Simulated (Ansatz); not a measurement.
Run this with the Ansatz DFT code, driven from Python and show what comes out.

`fh3ssisn.xyz`
```text
7

F     0.08850   -1.32980    2.08520
Si    0.50270   -1.01510    0.47520
S    -1.17070   -1.13850   -0.88220
Sn   -0.26590    1.15110   -0.44870
H     1.77790   -1.55950   -0.05080
H    -1.44050    2.04260    0.58740
H     0.56920    1.78110   -1.81190
```

Script `run_spin.py`:
```python
"""Vertical spin-state energies of FH3SSiSn."""

import ansatz as az


def main() -> None:
    fh3ssisn = az.Crystal.molecule_from_extxyz("fh3ssisn.xyz")

    base = (
        fh3ssisn.calculation()
        .basis(gaussian="def2-SVPD")
        .functional("pbe", dispersion="d3bj")
    )
    found = {}
    for unpaired in [0, 2, 4]:
        summary = base.spin("collinear", total=unpaired).run().report
        s = unpaired / 2
        found[unpaired] = summary["free_energy_ev"]
        print(f"2S+1 = {unpaired + 1}: E = {found[unpaired]:.5f} eV, <S^2> = {abs(summary['mean_field']['state']['spin_squared']):.3f} (pure state {s * (s + 1):.2f})")
    lowest = min(found, key=found.get)
    for unpaired, e in found.items():
        print(f"multiplicity {unpaired + 1}: {23.060548 * (e - found[lowest]):.1f} kcal/mol above the lowest")


if __name__ == "__main__":
    main()
```

Running `python run_spin.py` prints:
```text
2S+1 = 1: E = -27292.92127 eV, <S^2> = 0.000 (pure state 0.00)
2S+1 = 3: E = -27289.35636 eV, <S^2> = 2.005 (pure state 2.00)
2S+1 = 5: E = -27285.07690 eV, <S^2> = 6.008 (pure state 6.00)
multiplicity 1: 0.0 kcal/mol above the lowest
multiplicity 3: 82.2 kcal/mol above the lowest
multiplicity 5: 180.9 kcal/mol above the lowest
```

In order: multiplicity 1 (+0.00 eV), multiplicity 3 (+3.56 eV) and multiplicity 5 (+7.84 eV), all at the one geometry.

Reading the output:
- Total energies depend on the basis set; only differences at equal settings carry meaning.
- The geometry is a force-field or estimated start, not a minimum of this method, and the basis set is short of its limit. All parts are taken at fixed geometry, without zero-point energy.
- def2 sets replace the cores of elements past krypton by effective core potentials.
- Spin-orbit coupling, which mixes and shifts the spin states of heavy atoms, is left out.
- Run time: 79 s on 1 thread of Arm Neoverse V1 (shared host), peak memory 0.42 GiB.
